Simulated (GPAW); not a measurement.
Runs of GPAW 26.7.0 on CoO. Symmetry: Fm-3m, No. 225, cubic system. Conventional cell: a = 4.205 Å, b = 4.205 Å, c = 4.205 Å, α = 90.00°, β = 90.00°, γ = 90.00°. Around Co (site symmetry m-3m) lie 6 O at 2.10 Å. O (site symmetry m-3m) is surrounded by 6 Co at 2.10 Å. 

| cell | site radius | gap on the mesh (eV) | moment (μB) |
| --- | --- | --- | --- |
| Fm-3m, 9.3 Å³/atom | 0.999 | none | 2.73 |
| Fm-3m, 9.68 Å³/atom | 1.012 | none | 2.84 |
| Fm-3m, 9.1 Å³/atom | 0.992 | none | (a) |
| Fm-3m, 9.49 Å³/atom | 1.006 | none | 2.78 |

Alike in all rows: task magnons; level LDA; potentials or basis the program's PAW data sets (release 1.2.1) made for this functional, pw; spin collinear, ferromagnetic start; k mesh 9 × 9 × 9; cutoff (eV) 550; smearing fermi-dirac 0.05 eV.

Task: Estimate the missing entries.

Result: (a) 2.69.

Caveats: the number of bands moves the energies at small q by some ten meV; the exchange constants hang on this mesh and on the site radius; magnon energies are noisy on this mesh; a cell with one magnetic atom can't hold antiferromagnetic order, which such compounds often take; semilocal functionals often make such compounds metallic where correlation or magnetic order opens a gap, which also shifts bond lengths.

A gap of «none» marks a metal or a gap under the smearing width.
